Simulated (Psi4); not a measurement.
# GeH3Cl (chlorogermane) at MP2/6-31G(d) (Cholesky decomposition, density fitting for correlation, spherical functions, cholesky tolerance 1e-05, sweep point 7)

Aim: the vertical ionisation energy of GeH3Cl (chlorogermane) at MP2/6-31G* (Cholesky decomposition, density fitting for correlation, spherical functions, cholesky tolerance 1e-05, sweep point 7), from 2 runs. The job is set up through a Python script.

The calculation is run with Psi4 1.11.

4 further runs of the same task are left out: 2 for a known fault of the program, 2 set aside as unsound or not needed.

## Step 1: The structure to begin with

GeH3Cl: 5 atoms, total charge 0, spin state singlet. As SMILES, `[Cl][GeH3]`. The coordinates come from a PBE0-D4/def2-TZVP relaxation.

Bond lengths: Cl1–Ge2 2.155 Å, Ge2–H3 1.532 Å, Ge2–H4 1.532 Å, Ge2–H5 1.532 Å. Angles: Cl1–Ge2–H3 107.1°, Cl1–Ge2–H4 107.1°, Cl1–Ge2–H5 107.1°, H3–Ge2–H4 111.7°, H3–Ge2–H5 111.7°, H4–Ge2–H5 111.7°.

## Step 2: A single-point energy at MP2/6-31G(d) (Cholesky decomposition, density fitting for correlation, spherical functions, cholesky tolerance 1e-05, sweep point 7)

Contents of run.py:

```python
import psi4

psi4.set_memory('1600 MB')
psi4.set_num_threads(1)
psi4.core.set_output_file('psi4.out', False)

m = psi4.geometry("""
0 1
Cl    -3.54474826    -0.04743213     1.21188136
Ge     0.30575769    -0.02626719    -0.11451740
H      0.30311207     1.24003828    -2.71761514
H      1.16974047    -2.78488939    -0.26569549
H      1.86043537     1.47946658     1.80790098
units bohr
symmetry c1
""")

options = {'basis': '6-31G*', 'puream': True, 'scf_type': 'cd', 'num_frozen_docc': 14, 'cholesky_tolerance': 1e-05}
psi4.set_options(options)

e_tot, wfn = psi4.energy('mp2', return_wfn=True)
print(f'mp2 energy: {e_tot:.10f} Eh')
for k, v in sorted(psi4.core.scalar_variables().items()):
    print(f'{k:45s} {v:18.10f}')
```

The run is started by

```sh
python run.py
```

psi4.out:

```text
[...]
  Running in c1 symmetry.
[...]
  Nuclear repulsion =  176.393822154375727
[...]
  Multiplicity = 1
[...]
  Nalpha       = 26
  Nbeta        = 26
[...]
    Number of basis functions: 56
[...]
   @RHF iter   1: -2535.28889680394968   -3.05231e+00   4.05896e-02 DIIS/ADIIS
[...]
   @RHF iter  11: -2536.33090673466995   -1.81899e-12   1.99793e-09 DIIS
[...]
    Orbital Energies [Eh]
    ---------------------
    Doubly Occupied:
       1A   -405.287452     2A   -104.799472     3A    -52.223515
       4A    -46.314143     5A    -46.313211     6A    -46.313200
       7A    -10.539707     8A     -8.007870     9A     -8.005261
      10A     -8.005260    11A     -7.250668    12A     -5.226903
      13A     -5.223777    14A     -5.223768    15A     -1.680601
      16A     -1.677500    17A     -1.677499    18A     -1.672689
      19A     -1.672687    20A     -1.078031    21A     -0.742567
      22A     -0.519432    23A     -0.519420    24A     -0.505373
      25A     -0.440101    26A     -0.440095
[...]
  @RHF Final Energy: -2536.33090673466995
   => Energetics <=
    Nuclear Repulsion Energy =            176.3938221543757265
    One-Electron Energy =               -3882.7290532258275562
    Two-Electron Energy =                1170.0043243367817922
    Total Energy =                      -2536.3309067346699521
[...]
 Multipole Moments:
 ------------------------------------------------------------------------------------
     Multipole            Electronic (a.u.)      Nuclear  (a.u.)        Total (a.u.)
 ------------------------------------------------------------------------------------
 L = 1.  Multiply by 2.5417464519 to convert [e a0] to [Debye]
 Dipole X            :          2.5503285           -1.6106043            0.9397242
 Dipole Y            :          0.0138967           -0.0087801            0.0051166
 Dipole Z            :         -0.8788208            0.5550220           -0.3237989
 Magnitude           :                                                    0.9939585
[...]
```

Standard output:

```text
mp2 energy: -2536.7044443515 Eh
CURRENT CORRELATION ENERGY                         -0.3735376169
CURRENT ENERGY                                  -2536.7044443515
CURRENT REFERENCE ENERGY                        -2536.3309067347
CUSTOM SCS-MP2 CORRELATION ENERGY                  -0.3524342585
CUSTOM SCS-MP2 TOTAL ENERGY                     -2536.6833409932
DD SOLVATION ENERGY                                 0.0000000000
HF KINETIC ENERGY                                2535.8534268899
HF POTENTIAL ENERGY                             -5072.1843336245
HF TOTAL ENERGY                                 -2536.3309067347
HF VIRIAL RATIO                                     2.0001882916
MP2 CORRELATION ENERGY                             -0.3735376169
MP2 DOUBLES ENERGY                                 -0.3735376169
MP2 OPPOSITE-SPIN CORRELATION ENERGY               -0.2629865995
MP2 SAME-SPIN CORRELATION ENERGY                   -0.1105510173
MP2 SINGLES ENERGY                                 -0.0000000000
MP2 TOTAL ENERGY                                -2536.7044443515
NUCLEAR REPULSION ENERGY                          176.3938221544
ONE-ELECTRON ENERGY                             -3882.7290532258
PCM POLARIZATION ENERGY                             0.0000000000
PE ENERGY                                           0.0000000000
SCF ITERATION ENERGY                            -2536.3309067347
SCF ITERATIONS                                     11.0000000000
SCF TOTAL ENERGY                                -2536.3309067347
SCS-MP2 CORRELATION ENERGY                         -0.3524342585
SCS-MP2 TOTAL ENERGY                            -2536.6833409932
TWO-ELECTRON ENERGY                              1170.0043243368
```

It took 2.5 s on 1 thread of Intel Xeon 6975P-C (Granite Rapids), shared host; peak memory 0.21 GiB.

## Step 3: The doublet cation

Contents of clgeh3.py:

```python
import psi4

psi4.set_memory('1600 MB')
psi4.set_num_threads(1)
psi4.core.set_output_file('clgeh3.out', False)

mol = psi4.geometry("""
1 2
Cl    -3.54474826    -0.04743213     1.21188136
Ge     0.30575769    -0.02626719    -0.11451740
H      0.30311207     1.24003828    -2.71761514
H      1.16974047    -2.78488939    -0.26569549
H      1.86043537     1.47946658     1.80790098
units au
symmetry c1
""")

psi4.set_options({
    'basis': '6-31G*',
    'reference': 'uhf',
    'puream': True,
    'scf_type': 'cd',
    'num_frozen_docc': 14,
    'cholesky_tolerance': 1e-05,
    'maxiter': 150,
})

result, w = psi4.energy("mp2", molecule=mol, return_wfn=True)
print(f'total energy {result:.8f} hartree = {result * 27.211386:.5f} eV')
```

The run is started by

```sh
python clgeh3.py
```

clgeh3.out:

```text
[...]
  Running in c1 symmetry.
[...]
  Nuclear repulsion =  176.393822154375727
[...]
  Multiplicity = 2
[...]
  Nalpha       = 26
  Nbeta        = 25
[...]
    Number of basis functions: 56
[...]
   @UHF iter   1: -2534.88263357066853   -2.64605e+00   4.07684e-02 ADIIS/DIIS
[...]
   @UHF iter  56: -2535.94419848846974   -4.09273e-12   8.01865e-09 DIIS
[...]
   @S^2 Observed:                7.587888484E-01
[...]
    Orbital Energies [Eh]
    ---------------------
    Alpha Occupied:
       1A   -405.507781     2A   -105.186114     3A    -52.445163
       4A    -46.536193     5A    -46.534338     6A    -46.534143
       7A    -10.924378     8A     -8.410413     9A     -8.386817
      10A     -8.384263    11A     -7.472087    12A     -5.450394
      13A     -5.443780    14A     -5.443184    15A     -1.905391
      16A     -1.899277    17A     -1.898560    18A     -1.891560
      19A     -1.891539    20A     -1.466579    21A     -0.984998
      22A     -0.885385    23A     -0.816066    24A     -0.812095
      25A     -0.705956    26A     -0.691703
    Alpha Virtual:
[...]
  @UHF Final Energy: -2535.94419848846974
   => Energetics <=
    Nuclear Repulsion Energy =            176.3938221543757265
    One-Electron Energy =               -3868.8118952542699844
    Two-Electron Energy =                1156.4738746114244350
    Total Energy =                      -2535.9441984884697376
  UHF NO Occupations:
  HONO-2 :   24  A 1.9987955
  HONO-1 :   25  A 1.9972151
[...]
 Multipole Moments:
 ------------------------------------------------------------------------------------
     Multipole            Electronic (a.u.)      Nuclear  (a.u.)        Total (a.u.)
 ------------------------------------------------------------------------------------
 L = 1.  Multiply by 2.5417464519 to convert [e a0] to [Debye]
 Dipole X            :          1.1056064           -1.6106043           -0.5049979
 Dipole Y            :          0.0395039           -0.0087801            0.0307238
 Dipole Z            :         -0.3470009            0.5550220            0.2080211
 Magnitude           :                                                    0.5470280
[...]
```

Standard output:

```text
total energy -2536.29445719 hartree = -69016.08748 eV
```

Run time: 3.3 s. Hardware: 1 thread of Intel Xeon 6975P-C (Granite Rapids), shared host; peak memory 0.21 GiB.

## Step 4: What came out

Level: MP2/6-31G* (Cholesky decomposition, density fitting for correlation, spherical functions, cholesky tolerance 1e-05, sweep point 7), 14 core orbitals frozen.

| quantity | value |
| --- | --- |
| singlet GeH3Cl: total energy | -2536.70444 Eh |
| singlet GeH3Cl: HOMO energy (Hartree–Fock orbitals) | -11.98 eV |
| singlet GeH3Cl: LUMO energy (Hartree–Fock orbitals) | 2.65 eV |
| singlet GeH3Cl: HOMO–LUMO gap (Hartree–Fock orbitals) | 14.62 eV |
| singlet GeH3Cl: correlation energy (14 core orbitals frozen) | -373.5 mEh |
| doublet cation: total energy | -2536.29446 Eh |
| doublet cation: HOMO energy (Hartree–Fock orbitals) (highest over α and β) | -18.64 eV |
| doublet cation: LUMO energy (Hartree–Fock orbitals) (lowest over α and β) | -9.07 eV |
| doublet cation: correlation energy (14 core orbitals frozen) | -350.3 mEh |
| doublet cation: ⟨S²⟩ of the reference determinant | 0.759 |
| vertical ionisation energy (to the doublet cation) | 11.156 eV |

What this shows: Removing an electron at fixed nuclei costs 11.16 eV (257 kcal/mol).
